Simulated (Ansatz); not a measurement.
# GeClF₃: how energies converge with the basis set

How large a basis does GeClF₃ need? Two functionals are run in growing sets.

Computed with Ansatz 0.2.0, Gaussian basis. Level: one geometry, several basis sets.

Levels to be run: PBE0-D4/def2-SVP; ωB97M-V/def2-SVP; PBE0-D4/def2-QZVPP; ωB97M-V/def2-QZVPP; the functionals' def2-TZVPP values are taken from earlier runs.

## (1) The geometry

An earlier PBE0-D4 in a triple-zeta def2 set relaxation fixed the geometry.

SMILES `[F][Ge]([F])([F])[Cl]`, 5 atoms, charge 0, spin multiplicity 1.

Atoms are counted from 1 here; the program's logs count them from 0.

Bond lengths: F1–Ge2 1.698 Å, Ge2–F3 1.698 Å, Ge2–F4 1.698 Å, Ge2–Cl5 2.086 Å. Angles: F1–Ge2–F3 107.7°, F1–Ge2–F4 107.7°, F1–Ge2–Cl5 111.2°, F3–Ge2–F4 107.7°, F3–Ge2–Cl5 111.2°, F4–Ge2–Cl5 111.2°.

Geometry (Å):

```
atom    x (Å)    y (Å)    z (Å)
  F1  -1.0112  -0.5264   1.2729
 Ge2   0.0101  -0.0628  -0.0023
  F3   1.5698  -0.6334   0.3530
  F4  -0.5227  -0.8586  -1.4048
 Cl5   0.0040   2.0075  -0.2602
```

## (2) PBE0-D4 in def2-SVP

The input, in.yaml:

```yaml
crystal:
  periodic: [false, false, false]
  atoms:
    - {symbol: F, position_ang: [-1.011248, -0.526371, 1.272928]}
    - {symbol: Ge, position_ang: [0.010138, -0.062766, -0.002295]}
    - {symbol: F, position_ang: [1.569785, -0.633384, 0.353035]}
    - {symbol: F, position_ang: [-0.522704, -0.858560, -1.404848]}
    - {symbol: Cl, position_ang: [0.004028, 2.007482, -0.260219]}
basis:
  gaussian: {orbitals: def2-SVP}
hamiltonian: {xc: pbe0, dispersion: d4}
output: {orbitals: {seedname: orbitals}}
```

Further steps of the session: ωB97M-V in def2-SVP; PBE0-D4 in def2-QZVPP; ωB97M-V in def2-QZVPP.

Q: Predict the results of all the runs planned. Wanted: PBE0-D4: double and triple zeta above quadruple; ωB97M-V: double and triple zeta above quadruple.

As calculated:

| quantity | value |
| --- | --- |
| PBE0-D4: double and triple zeta above quadruple | 24.02, 2.07 eV |
| ωB97M-V: double and triple zeta above quadruple | 24.03, 1.98 eV |

**Reading.** For PBE0-D4 the step from double to triple zeta gains 21.94 eV and the next only 2.07 eV. These are total energies; as a rule much of such shifts cancels in differences, which this series doesn't test.
